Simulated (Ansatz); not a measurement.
**ZrCH2 (triplet): from Hartree-Fock to the top rungs at a displaced geometry (v1), def2-SVP**

The task here is to estimate one member of a computed series from the others.

Method: def2-SVP, core rule «outside noble gas», up to 5 orbitals frozen; program: Ansatz 0.2.0, Gaussian basis.

Plan: UHF; CCSD(T) on ROHF; CCSD(T) on UHF; CISD as a restricted active space (open shells left free, so some higher excitations enter); CCSDT(Q) on ROHF; CCSDT(Q) on UHF.

22 further runs of the same task are left out: 8 that didn't finish, 14 set aside as unsound or not needed. Runs told in other sessions of the task aren't counted.

## The system

The geometry is a PBE0/def2-TZVP stationary point (not a proven minimum) with its atoms shifted at random (size 0.040 Å). No spin-orbit coupling is included. Elements past krypton take def2 core potentials.

4 atoms, charge 0, spin multiplicity 3.

Atoms are counted from 1 here; the program's logs count them from 0.

Bond lengths: Zr1–C2 1.969 Å, C2–H3 1.169 Å, C2–H4 1.106 Å. Angles: Zr1–C2–H3 122.8°, Zr1–C2–H4 124.0°, H3–C2–H4 113.2°.

Set-up of the first run:

The input, in.yaml:

```yaml
crystal:
  periodic: [false, false, false]
  atoms:
    - {symbol: Zr, position_ang: [0.000177, 0.001617, 0.274433]}
    - {symbol: C, position_ang: [-0.000657, -0.014526, -1.694821]}
    - {symbol: H, position_ang: [0.047307, 0.961288, -2.335935]}
    - {symbol: H, position_ang: [-0.055469, -0.934534, -2.306133]}
basis:
  gaussian: {orbitals: def2-SVP}
magnetization: {spin_polarized: true, initial_magnetization: 2}
hamiltonian: {xc: hf}
output: {orbitals: {seedname: orbitals}}
```

The run is started by

```sh
$ ansatz run in.yaml --threads 1 --pin off --events-out ev --progress --plain --max-ram 2393MiB
```

Steps of the session up to this table: UHF; CCSD(T) on ROHF; CCSD(T) on UHF; CISD as a restricted active space (open shells left free, so some higher excitations enter); CCSDT(Q) on ROHF; CCSDT(Q) on UHF.

One of the session's tables, all rows but one given; the rest of the session is left out.

| method | from RCCSDT(Q) (meV) |
| --- | --- |
| ROHF | +6532.9 |
| UHF | ? |
| RMP2 | +802.3 |
| UMP2 | +1233.1 |
| RCCSD | +372.9 |
| UCCSD | +323.3 |
| RCCSD(T) | +41.5 |
| UCCSD(T) | +39.2 |
| RCCSDT | +19.0 |
| UCCSDT | -27.5 |
| RCCSDT(Q) | 0 |
| UCCSDT(Q) | -56.7 |

Estimate the missing values for UHF.

The run gave: from RCCSDT(Q) (meV): +6258.4. In the column «from RCCSDT(Q) (meV)» it lies between UMP2 (+1233.1) and ROHF (+6532.9).

Not comparable, so not listed: CISD as a restricted active space (open shells left free, so some higher excitations enter) (they don't share determinant, frozen orbitals or solution with the rows shown, or repeat one).

Caveats from the session: Restricted and unrestricted rows rest on different reference determinants; a gap between their highest levels can come from leftover correlation error, from unlike frozen cores or from another state.
